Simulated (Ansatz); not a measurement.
# KNiF3: the cost of one run

Program: Ansatz 0.2.0. Level of theory: DFT LDA+U (U_eff = 2 eV on Ni d), plane waves, PAW. These are calculated values, not measurements.

The COD entry's cell or inner coordinates are ideal or old and differ from later refinements, so a difference from it is no clean test against experiment.

## (1) The system as given

Symmetry: Pm-3m, No. 221, cubic system. Conventional cell: a = 4.000 Å, b = 4.000 Å, c = 4.000 Å, α = 90.00°, β = 90.00°, γ = 90.00°. Around K (site symmetry m-3m) lie 12 F at 2.83 Å. Ni (site symmetry m-3m) is surrounded by 6 F at 2.00 Å. Around F (site symmetry 4/mmm) lie 2 Ni at 2.00 Å and 4 K at 2.83 Å.

Structure file:

```cif
data_structure
_symmetry_space_group_name_H-M 'Pm-3m'
_symmetry_Int_Tables_number 221
_cell_length_a 4.0000
_cell_length_b 4.0000
_cell_length_c 4.0000
_cell_angle_alpha 90.000
_cell_angle_beta 90.000
_cell_angle_gamma 90.000
_cell_volume 64.00
loop_
_atom_site_label
_atom_site_type_symbol
_atom_site_symmetry_multiplicity
_atom_site_Wyckoff_symbol
_atom_site_fract_x
_atom_site_fract_y
_atom_site_fract_z
_atom_site_occupancy
K1 K 1 a 0.00000 0.00000 0.00000 1
Ni1 Ni 1 b 0.50000 0.50000 0.50000 1
F1 F 3 c 0.50000 0.50000 0.00000 1
```

An earlier series on this cell reached its lowest free state from «ferromagnetic start, free, symmetry kept, no search», perhaps among other starts.

## (2) Total moment locked, 1.80 μB per cell

Input file input.yaml:

```yaml
crystal:
  lattice:
    - [4.0, 0.0, 0.0]
    - [0.0, 4.0, 0.0]
    - [0.0, 0.0, 4.0]
  atoms:
    - { symbol: K, position: [0.0, 0.0, 0.0] }
    - { symbol: Ni, position: [0.5, 0.5, 0.5], spin: 1.8 }
    - { symbol: F, position: [0.5, 0.5, 0.0] }
    - { symbol: F, position: [0.0, 0.5, 0.5] }
    - { symbol: F, position: [0.5, 0.0, 0.5] }
basis:
  ecutwfc: 420
  ecutrho_ratio: 4
kpoints:
  mp_grid: { grid: [5, 5, 5] }
hamiltonian:
  xc: lda
  hubbard:
    sites:
      - { site: 1, l: d, u_eff: 2.0, starting_ns: [{ spin: up, occupation_matrix: s1up }, { spin: down, occupation_matrix: s1down }] }
    occupation_matrices:
      s1up:
        matrix:
          - [0.97, 0.0, 0.0, 0.0, 0.0]
          - [0.0, 0.97, 0.0, 0.0, 0.0]
          - [0.0, 0.0, 0.97, 0.0, 0.0]
          - [0.0, 0.0, 0.0, 0.97, 0.0]
          - [0.0, 0.0, 0.0, 0.0, 0.97]
      s1down:
        matrix:
          - [0.02, 0.0, 0.0, 0.0, 0.0]
          - [0.0, 0.97, 0.0, 0.0, 0.0]
          - [0.0, 0.0, 0.97, 0.0, 0.0]
          - [0.0, 0.0, 0.0, 0.02, 0.0]
          - [0.0, 0.0, 0.0, 0.0, 0.97]
    ns_hold: { iters: 8 }
scf:
  occupations: { method: gaussian, width: 0.05 }
  lower_state_search: "off"
  max_iter: 150
output:
  forces: true
  stress: true
  eigenvalues: true
  populations: true
  hubbard: { sites: [{ site: 1, l: d }] }
magnetization:
  spin_polarized: true
  initial_magnetization: 1.8
  spin_locking: { lock_magnetization: hard }
```

The typed matrices put 0.97 on the chosen orbitals and 0.02 on the others, and are held for 8 cycles. The lock stays on to the end, so the result is a constrained state.

On the command line:

```
$ ansatz run input.yaml --threads 4 --pin off --max-ram 6144MiB --backend cpu --events-out ev --progress --plain --runs-dir out
```

What time and memory should one allow on 4 threads of Arm Neoverse V1, shared host?

About 2.3 s, with a peak of 0.37 GiB.
